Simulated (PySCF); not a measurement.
# O4Ru (RuO4): the cost of one run

Programs: PySCF 2.14.0, with routines of our own; each step states its level. All values are computed. Atoms count from 0.

## Step 1: The system as given

5 atoms, charge 0, multiplicity 1; geometry from: GFN2-xTB.

## Step 2: Relaxing the molecule at PBE0-D3(BJ)/def2-SVP

Job settings and geometry (Å):

```
{"job": {"xc": "PBE0", "basis": "def2-SVP", "d3": "d3bj", "grid": 1, "maxiter": 30, "shake": 0.03, "kind": "geom"}, "charge": 0, "multiplicity": 1}
Ru     0.061270    -0.076580     0.012710
O     -0.007080    -0.030550     1.597480
O      1.448130     0.002740    -0.570080
O     -0.663410     1.319670    -0.526630
O     -0.764070    -1.325760    -0.575600
```

Run with:

```console
$ OMP_NUM_THREADS=1 python heavy_run.py task.json out
```

This one command runs all jobs of the session in turn.

Q: Estimate the wall time and peak memory of this first job on 1 thread of Arm Neoverse V1, shared host.

About 17 s, with a peak of 0.34 GiB.
